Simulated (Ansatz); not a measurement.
Working through vertical spin-state energies of CH6BBrSi2, SMILES [SiH3]C1B[SiH]1Br

Program: Ansatz 0.2.0, Python API.

Contents of `ch6bbrsi2.xyz`:
```text
11

Si   -1.24890   -0.07410    1.04870
C     0.00880    0.63460   -0.11610
B     1.42840    0.15700    0.25740
Si    0.54910   -0.50140   -1.39510
Br    1.51330    0.35850   -3.20890
H    -1.29720    0.77360    2.27740
H    -1.00090   -1.43800    1.35940
H    -2.57430    0.09750    0.38320
H    -0.04660    1.71920   -0.37760
H     2.40910    0.18290    1.00120
H     0.32450   -1.96670   -1.20890
```

The cells in order, each with its output:

In [1]:
```python
import ansatz
```

In [2]:
```python
BASIS_SET = "cc-pVDZ"
XC = "cam_b3lyp"

geometry = ansatz.Crystal.molecule_from_extxyz("ch6bbrsi2.xyz")
```

In [3]:
```python
calc = (
    geometry.calculation()
    .basis(gaussian=BASIS_SET)
    .functional(XC)
)
found = {}
for unpaired in [0, 2, 4]:
    r = calc.spin("collinear", total=unpaired).run(threads=1).report
    s = unpaired / 2
    found[unpaired] = r["free_energy_ev"]
    print(f"2S+1 = {unpaired + 1}: E = {found[unpaired]:.5f} eV, <S^2> = {abs(r['mean_field']['state']['spin_squared']):.3f} (pure state {s * (s + 1):.2f})")
lowest = min(found, key=found.get)
for unpaired, e in found.items():
    print(f"multiplicity {unpaired + 1}: {96.485332 * (e - found[lowest]):.1f} kJ/mol above the lowest")
```
```text
2S+1 = 1: E = -87612.43751 eV, <S^2> = 0.000 (pure state 0.00)
2S+1 = 3: E = -87610.83890 eV, <S^2> = 2.008 (pure state 2.00)
2S+1 = 5: E = -87605.45997 eV, <S^2> = 6.013 (pure state 6.00)
multiplicity 1: 0.0 kJ/mol above the lowest
multiplicity 3: 154.2 kJ/mol above the lowest
multiplicity 5: 673.2 kJ/mol above the lowest
```

In order: multiplicity 1 (+0.00 eV), multiplicity 3 (+1.60 eV) and multiplicity 5 (+6.98 eV), all at the one geometry.

Reading the output:
- The settings weren't tested for convergence.
- The geometry is a force-field or estimated start, not a minimum of this method, and the basis set is short of its limit. All parts are taken at fixed geometry, without zero-point energy.
- The whole script took 20 s on 1 thread of AMD EPYC 9R45 (Zen 5), with other jobs on the host, peak memory 0.63 GiB.

(Lines on the test bed's own set-up are left out of the output.)
